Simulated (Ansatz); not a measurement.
Working through a rigid scan of one bond length of CH3ClOSi, SMILES Cl[SiH]1CO1

Computed with the Python package of Ansatz (0.2.0).

Run as a notebook:

```python
import ansatz as az
import numpy as np
```

```python
system = (
    az.Crystal.molecule()
    .atom('Cl', [1.3091, -1.8013, -1.1375])
    .atom('Si', [-0.1873, -0.8372, -0.062])
    .atom('C', [-0.1623, 1.0024, -0.0441])
    .atom('O', [0.6997, 0.2511, 0.8991])
    .atom('H', [-1.0033, -1.6913, 0.8168])
    .atom('H', [0.3959, 1.4999, -0.8426])
    .atom('H', [-0.9905, 1.5085, 0.3246])
)

symbols = [site.symbol for site in system.cartesian_sites]
start = np.array([site.position_ang for site in system.cartesian_sites])
axis = (start[0] - start[1]) / np.linalg.norm(start[0] - start[1])
moving = [0]
lengths, energies = [1.83, 1.913, 1.997, 2.08, 2.163, 2.246, 2.329, 2.454], []
for length in lengths:
    xyz = start.copy()
    xyz[moving] += (length - np.linalg.norm(start[0] - start[1])) * axis
    point = az.Crystal.molecule()
    for symbol, place in zip(symbols, xyz):
        point = point.atom(symbol, place.tolist())
    job = point.calculation()
    job = job.basis(gaussian='6-31G*')
    job = job.correlation('mp2')
    summary = job.run(threads=1, pin='off').report
    energies.append(summary['free_energy_ev'])
    print(f'r = {length:6.3f} A  E = {energies[-1]:.5f} eV  <S^2> = {abs(summary["mean_field"]["state"]["spin_squared"]):.3f}')
```

    r =  1.830 A  E = -23493.53527 eV  <S^2> = 0.000
    r =  1.913 A  E = -23493.97269 eV  <S^2> = 0.000
    r =  1.997 A  E = -23494.16283 eV  <S^2> = 0.000
    r =  2.080 A  E = -23494.17663 eV  <S^2> = 0.000
    r =  2.163 A  E = -23494.07180 eV  <S^2> = 0.000
    r =  2.246 A  E = -23493.88791 eV  <S^2> = 0.000
    r =  2.329 A  E = -23493.65396 eV  <S^2> = 0.000
    r =  2.454 A  E = -23493.25185 eV  <S^2> = 0.000

```python
# quartic fit about the minimum
fit = np.polynomial.Polynomial.fit(lengths, np.array(energies) - min(energies), 4).convert()
roots = [r.real for r in fit.deriv().roots() if abs(r.imag) < 1e-9 and fit.deriv(2)(r.real) > 0]
r_e = min(roots, key=lambda r: abs(r - lengths[int(np.argmin(energies))]))
print(f'minimum of the fit at {r_e:.4f} A, force constant {fit.deriv(2)(r_e):.2f} eV/A^2')
```

    minimum of the fit at 2.0451 A, force constant 20.45 eV/A^2

Notes:
- Total energies depend on the basis set; only differences at equal settings carry meaning.
- The rest of the molecule is held rigid at a force-field or estimated start geometry, and the basis set is modest; single-reference methods fail as a bond breaks.
- The orbitals are restricted, so S² is zero by construction.
- S² is that of the Hartree-Fock reference.
- Hardware and time: 7.3 s on 1 thread of Arm Neoverse V1, on a shared host, peak memory 0.19 GiB.
